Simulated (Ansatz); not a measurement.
**F2H2SSn: vertical spin-state energies from a Python script**

The task is vertical spin-state energies, for F2H2SSn. SMILES: [F][SnH]([F])[SH].

Computed with Ansatz 0.2.0, driven from Python. Level of theory: MP2/def2-SVPD.

## Step 1: Starting point

Bond lengths: F1–Sn2 1.986 Å, Sn2–F3 1.954 Å, Sn2–S4 2.357 Å, Sn2–H5 1.748 Å, S4–H6 1.392 Å. Angles: F1–Sn2–F3 109.4°, F1–Sn2–S4 111.8°, F1–Sn2–H5 108.6°, F3–Sn2–S4 109.0°, F3–Sn2–H5 109.5°, S4–Sn2–H5 108.6°, Sn2–S4–H6 95.6°.

No structure file is read: the coordinates are typed or built in the script.

## Step 2: The script

f2h2ssn_spin.py

```python
"""Gap between spin states of F2H2SSn at one geometry."""

import ansatz as az
from ase import Atoms

atoms = Atoms(["F", "Sn", "F", "S", "H", "H"], positions=[
    (0.3947, -2.1457, 1.0158),
    (0.3524, -0.4153, 0.0418),
    (0.4025, -0.7535, -1.882),
    (-1.5833, 0.8296, 0.5525),
    (1.7543, 0.5199, 0.5077),
    (-1.2786, 1.9009, -0.2819),
])
geometry = az.Crystal.molecule_from_ase(atoms)

base = (
    geometry.calculation()
    .basis(gaussian="def2-SVPD")
    .correlation("mp2")
)
found = {}
for unpaired in [0, 2]:
    summary = base.spin("collinear", total=unpaired).run(threads=1).report
    s = unpaired / 2
    found[unpaired] = summary["free_energy_ev"]
    print(f"2S+1 = {unpaired + 1}: E = {found[unpaired]:.5f} eV, <S^2> = {abs(summary['mean_field']['state']['spin_squared']):.3f} (pure state {s * (s + 1):.2f})")
lowest = min(found, key=found.get)
for unpaired, e in found.items():
    print(f"multiplicity {unpaired + 1}: {23.060548 * (e - found[lowest]):.1f} kcal/mol above the lowest")
```

## Step 3: Running it

Command:

```sh
$ python f2h2ssn_spin.py
```

**Question.** Which spin state is lowest at this geometry, and how far above lie the others?

The runs gave:

| quantity | value |
| --- | --- |
| runs compared | 2 |
| lowest | run 1 (2S+1 = 1) |
| next above it by | 4.978 eV |

**Reading.** In order: multiplicity 1 (+0.00 eV) and multiplicity 3 (+4.98 eV), all at the one geometry. Caveats:
- The geometry is a force-field or estimated start, not a minimum of this method, and the basis set is short of its limit. All parts are taken at fixed geometry, without zero-point energy.
- def2 sets replace the cores of elements past krypton by effective core potentials.
- Spin-orbit coupling, which mixes and shifts the spin states of heavy atoms, is left out.
